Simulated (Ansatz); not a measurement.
A run of Ansatz 0.2.0 is set up as follows.

input.yaml

```yaml
crystal:
  lattice:
    - [4.1467, 0.0, 0.0]
    - [-2.07335, 3.59115, 0.0]
    - [0.0, 0.0, 5.41629]
  atoms:
    - { symbol: Ni, position: [0.0, 0.0, 0.02221], spin: 1.0 }
    - { symbol: Mo, position: [0.66667, 0.33333, 0.45996], spin: 1.0 }
    - { symbol: Pd, position: [0.33333, 0.66667, 0.74601] }
    - { symbol: Ir, position: [0.33333, 0.66667, 0.25641], spin: 0.6 }
    - { symbol: W, position: [0.66667, 0.33333, 0.99985] }
hamiltonian:
  xc: pbe
  pseudopotentials: { kind: paw }
magnetization:
  spin_polarized: true
kpoints:
  mp_grid: { grid: [7, 7, 5] }
  band_path:
    path:
      - [[0.0, 0.0, 0.0], [0.5, 0.0, 0.0], [0.3333333333, 0.3333333333, 0.0], [0.0, 0.0, 0.0], [0.0, 0.0, 0.5], [0.5, 0.0, 0.5], [0.3333333333, 0.3333333333, 0.5], [0.0, 0.0, 0.5]]
      - [[0.5, 0.0, 0.5], [0.5, 0.0, 0.0]]
      - [[0.3333333333, 0.3333333333, 0.0], [0.3333333333, 0.3333333333, 0.5]]
    npoints: 14
scf:
  occupations: { method: fermi_dirac, width: 0.05 }
  n_extra_bands: 12
output:
  forces: true
  stress: true
  eigenvalues: true
  fatbands: true
```

Potentials or basis: Ansatz PAW.

Launch:

```console
$ ansatz run input.yaml --threads 8 --pin off --max-ram 20480MiB --backend cpu --events-out ev --progress --plain --runs-dir out
```

(1) What does it give for the largest force?

(2) What does it give for the band gap on the k mesh?

(3) Predict the absolute moment.

Answers

(1) 0.158 eV/Å.

(2) none (metal or under the smearing width).

(3) 0.00 μB per cell.

Caveat: spin-orbit coupling is left out, which moves the levels of the heavy elements; the starting moments weren't kept.
